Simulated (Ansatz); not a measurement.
**CH₅BFIn: how energies converge with the basis set**

One table from this session's results is given with a row withheld; the runs are named, their logs left out.

The runs use Ansatz 0.2.0, Gaussian basis; one geometry, several basis sets.

Plan: PBE0-D4/def2-SVP; ωB97M-V/def2-SVP; PBE0-D4/def2-QZVPP; ωB97M-V/def2-QZVPP; the functionals' def2-TZVPP values are taken from earlier runs.

**The relaxed structure**

The geometry comes from an earlier relaxation with PBE0-D4 in a triple-zeta def2 set; it is a stationary point, not always the lowest conformer. In takes the def2 core potential; no spin-orbit term is included.

SMILES `[BH2][InH][CH2]F`, 9 atoms, charge 0, spin multiplicity 1.

Atoms are counted from 1 here; the program's logs count them from 0.

Bond lengths: B1–In2 2.235 Å, B1–H5 1.198 Å, B1–H6 1.198 Å, In2–C3 2.191 Å, In2–H7 1.729 Å, C3–F4 1.390 Å, C3–H8 1.095 Å, C3–H9 1.095 Å. Angles: In2–B1–H5 121.9°, In2–B1–H6 121.9°, H5–B1–H6 116.2°, B1–In2–C3 122.5°, B1–In2–H7 124.5°, C3–In2–H7 113.0°, In2–C3–F4 111.9°, In2–C3–H8 110.8°, In2–C3–H9 110.8°, F4–C3–H8 107.9°, F4–C3–H9 107.9°, H8–C3–H9 107.4°.

The first run:

Contents of in.yaml:

```yaml
crystal:
  periodic: [false, false, false]
  atoms:
    - {symbol: B, position_ang: [-0.943250, 1.784636, -0.905933]}
    - {symbol: In, position_ang: [0.614197, 0.253822, -0.430930]}
    - {symbol: C, position_ang: [0.239676, -1.424715, 0.926802]}
    - {symbol: F, position_ang: [1.356155, -2.242521, 1.059340]}
    - {symbol: H, position_ang: [-1.701349, 1.652602, -1.823540]}
    - {symbol: H, position_ang: [-1.071711, 2.780692, -0.253623]}
    - {symbol: H, position_ang: [2.218101, 0.254326, -1.075798]}
    - {symbol: H, position_ang: [-0.588966, -2.041602, 0.562675]}
    - {symbol: H, position_ang: [-0.034253, -1.063640, 1.924009]}
basis:
  gaussian: {orbitals: def2-SVP}
hamiltonian: {xc: pbe0, dispersion: d4}
output: {orbitals: {seedname: orbitals}}
```

Steps of the session up to this table: PBE0-D4 in def2-SVP; ωB97M-V in def2-SVP; PBE0-D4 in def2-QZVPP; ωB97M-V in def2-QZVPP.

One table of the session follows, with a row left open; its other results are not shown here.

It belongs to the step «Functionals by basis». 

| functional | basis | HOMO (eV) | LUMO (eV) |
| --- | --- | --- | --- |
| PBE0-D4 | def2-SVP | ? | ? |
| PBE0-D4 | def2-TZVPP | -6.99 | -2.40 |
| PBE0-D4 | def2-QZVPP | -7.02 | -2.42 |
| ωB97M-V | def2-SVP | -9.02 | -0.34 |
| ωB97M-V | def2-TZVPP | -9.13 | -0.54 |
| ωB97M-V | def2-QZVPP | -9.16 | -0.60 |

**Question.** Estimate the row for PBE0-D4, def2-SVP.

The run gave: HOMO (eV): -6.90; LUMO (eV): -2.33. In the column «HOMO (eV)» it is the highest.
